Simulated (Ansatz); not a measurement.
# C2H9GeN: one species, many methods

Aim: compute C2H9GeN with functionals from several rungs and with coupled cluster. The yardstick is the atomisation energy at the CCSD(T) limit.

Computed with Ansatz 0.2.0, Gaussian basis. Level: functionals in def2-TZVPP, the program's frozen cores in correlated methods.

Plan: LDA (SPW92), PBE-D4, revPBE-D4, BLYP-D4, r2SCAN-D4, B97M-V, PBE0-D4, B3LYP-D4, r2SCANh-D4, r2SCAN0-D4, HSE06-D4, BHLYP-D4, CAM-B3LYP-D4, LC-ωPBE, ωB97X-V, ωB97M-V, B2PLYP, PBE-QIDH; CCSD(T)/def2-SVP; CCSD(T)/def2-TZVPP; MP2/def2-QZVPP; extrapolation to the limit; RPA on PBE.

### Step 1. The relaxed structure

All runs share one geometry, relaxed beforehand with PBE0-D4 in a triple-zeta def2 set.

SMILES `C[NH][GeH2][CH3]`, 13 atoms, charge 0, spin multiplicity 1.

Atoms are counted from 1 here; the program's logs count them from 0.

Bond lengths: C1–N2 1.449 Å, C1–H5 1.094 Å, C1–H6 1.094 Å, C1–H7 1.101 Å, N2–Ge3 1.841 Å, N2–H8 1.010 Å, Ge3–C4 1.958 Å, Ge3–H9 1.540 Å, Ge3–H10 1.542 Å, C4–H11 1.091 Å, C4–H12 1.091 Å, C4–H13 1.092 Å. Angles: N2–C1–H5 110.4°, N2–C1–H6 109.5°, N2–C1–H7 115.0°, H5–C1–H6 106.8°, H5–C1–H7 107.6°, H6–C1–H7 107.3°, C1–N2–Ge3 118.7°, C1–N2–H8 111.9°, Ge3–N2–H8 113.3°, N2–Ge3–C4 113.8°, N2–Ge3–H9 106.2°, N2–Ge3–H10 106.2°, C4–Ge3–H9 110.5°, C4–Ge3–H10 109.2°, H9–Ge3–H10 110.9°, Ge3–C4–H11 110.4°, Ge3–C4–H12 110.5°, Ge3–C4–H13 110.3° and more.

### Step 2. LDA

This LDA is Slater exchange with PW92 correlation.

The input, in.yaml:

```yaml
crystal:
  periodic: [false, false, false]
  atoms:
    - {symbol: C, position_ang: [-0.759683, 1.320025, -1.116412]}
    - {symbol: N, position_ang: [-1.131224, 0.713777, 0.145698]}
    - {symbol: Ge, position_ang: [0.174192, -0.112556, 1.147548]}
    - {symbol: C, position_ang: [1.120029, -1.536055, 0.191274]}
    - {symbol: H, position_ang: [-1.578525, 1.936497, -1.499721]}
    - {symbol: H, position_ang: [0.093199, 1.988049, -0.963182]}
    - {symbol: H, position_ang: [-0.479705, 0.608966, -1.908433]}
    - {symbol: H, position_ang: [-1.979319, 0.171102, 0.067916]}
    - {symbol: H, position_ang: [-0.533343, -0.678607, 2.392743]}
    - {symbol: H, position_ang: [1.178603, 0.990033, 1.538257]}
    - {symbol: H, position_ang: [1.588025, -1.141428, -0.712156]}
    - {symbol: H, position_ang: [0.428102, -2.330686, -0.092560]}
    - {symbol: H, position_ang: [1.900250, -1.963916, 0.823830]}
basis:
  gaussian: {orbitals: def2-TZVPP}
hamiltonian: {xc: lda}
output: {orbitals: {seedname: orbitals}}
```

Further steps of the session: PBE-D4 (GGA); revPBE-D4 (GGA); BLYP-D4 (GGA); r2SCAN-D4 (meta-GGA); B97M-V (meta-GGA); PBE0-D4 (hybrid); B3LYP-D4 (hybrid); r2SCANh-D4 (hybrid); r2SCAN0-D4 (hybrid); HSE06-D4 (hybrid); BHLYP-D4 (hybrid); CAM-B3LYP-D4 (range-separated); LC-ωPBE-D4 (range-separated); ωB97X-V (range-separated); ωB97M-V (range-separated); B2PLYP (double hybrid); PBE-QIDH (double hybrid); CCSD(T) in def2-SVP; CCSD(T) in def2-TZVPP; MP2 in def2-QZVPP; RPA on PBE orbitals.

Before running them: what should the planned runs give, taken together? Wanted: atomisation energy, CCSD(T)/CBS; farthest beyond LDA; mean size of error, GGA; mean size of error, meta-GGA; mean size of error, hybrid; mean size of error, range-separated; mean size of error, double hybrid; gap, smallest and largest; T1 diagnostic.

The runs gave:

```
                               quantity                                                                                                                           value
        atomisation energy, CCSD(T)/CBS                                                                                                                       46.358 eV
    functionals within 0.464 eV (1.0 %)  PBE-D4, BLYP-D4, r2SCAN-D4, B97M-V, PBE0-D4, B3LYP-D4, r2SCANh-D4, HSE06-D4, CAM-B3LYP-D4, LC-ωPBE, ωB97X-V, ωB97M-V, PBE-QIDH
                    farthest beyond LDA                                                                                                            BHLYP-D4 (-1.073 eV)
                mean size of error, GGA                                                                                                                        0.431 eV
           mean size of error, meta-GGA                                                                                                                        0.110 eV
             mean size of error, hybrid                                                                                                                        0.409 eV
    mean size of error, range-separated                                                                                                                        0.171 eV
      mean size of error, double hybrid                                                                                                                        0.496 eV
              gap, smallest and largest                                                                                       4.99 eV (LDA (SPW92)), 12.11 eV (LC-ωPBE)
                          T1 diagnostic                                                                                                                          0.0102
triples share of the correlation energy                                                                                                                           3.6 %
```

LDA overbinds by 5.968 eV (13 %). PBE-D4 is off by +0.358 eV. Double hybrids carry the basis error of their MP2 part in triple zeta, and no dispersion term here, so their miss is partly the set-up's. The rungs meta-GGA, range-separated, hybrid, GGA miss on average by less than the doubt on the reference (0.464 eV), so they tie. Misses under about 0.464 eV are within the doubt on the reference itself, which lacks core-valence correlation, relativity and higher excitations, and its outer-core shells are covered unevenly. Hartree-Fock recovers 73 % of the binding; the rest is correlation. CCSD(T) in def2-SVP is off by -2.540 eV, which most functionals beat. Orbital gaps span 5.0 to 12.1 eV; exact exchange widens them. Correlated methods include outer-core shells of Ge, which these sets cover unevenly.
